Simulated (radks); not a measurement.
**Ionisation energy and size from Cs³⁺ to Dy³⁺**

An exercise on one series of results from a longer session: the logs are not shown, and one member is left open.

Method: scalar-relativistic Kohn-Sham, PBE, spin-polarised, spherical densities, finite nucleus; open shells are filled with parallel spins first. Code: radks (a radial shooting solver on a logarithmic mesh, Libxc functionals) version 1.

### The system

| Quantity | Value |
| --- | --- |
| species | Cs³⁺, Ba³⁺, La³⁺, Ce³⁺, Pr³⁺, Nd³⁺, Pm³⁺, Sm³⁺, Eu³⁺, Gd³⁺, Tb³⁺, Dy³⁺ |
| runs | 24, each species and its next ion |

Set-up of the first run:

Settings of this run:

```text
Z 55
configuration [Kr] 4d10 5s2 5p4
relativity scalar-relativistic
functional pbe,pbe
spin polarised
nucleus finite rms 4.8041 fm
c 137.035999084
```

Steps of the session up to this table: Cs³⁺, [Kr] 4d10 5s2 5p4.

One table of the session follows, with a row left open; its other results are not shown here.

It belongs to the step «Cs³⁺, [Kr] 4d10 5s2 5p4». Radial moments (bohr):

| level | <r> | outermost maximum (interpolated) | 90 % within | nodes |
| --- | --- | --- | --- | --- |
| 4p up | 0.7389 | 0.673 | 1.08 | 2 |
| 4p down | ? | ? | ? | ? |
| 4d up | 0.8349 | 0.720 | 1.26 | 1 |
| 4d down | 0.8324 | 0.720 | 1.26 | 1 |
| 5s up | 1.673 | 1.52 | 2.39 | 4 |
| 5s down | 1.669 | 1.51 | 2.39 | 4 |
| 5p up | 1.911 | 1.72 | 2.75 | 3 |
| 5p down | 1.921 | 1.71 | 2.78 | 3 |

Estimate the missing values for 4p down.

As computed: <r>: 0.7386; outermost maximum (interpolated): 0.673; 90 % within: 1.08; nodes: 2. In the column «<r>» it is the lowest.

To keep in mind: For Ce³⁺, Pr³⁺, Nd³⁺, Pm³⁺, Sm³⁺, Eu³⁺, Gd³⁺, Tb³⁺, Dy³⁺ the highest level isn't the widest one, so −ε(HOMO) and <r> belong to different orbitals, and Δ-SCF follows the ion's typed configuration. Open shells are spherical and high-spin; term and fine-structure splittings are not resolved.
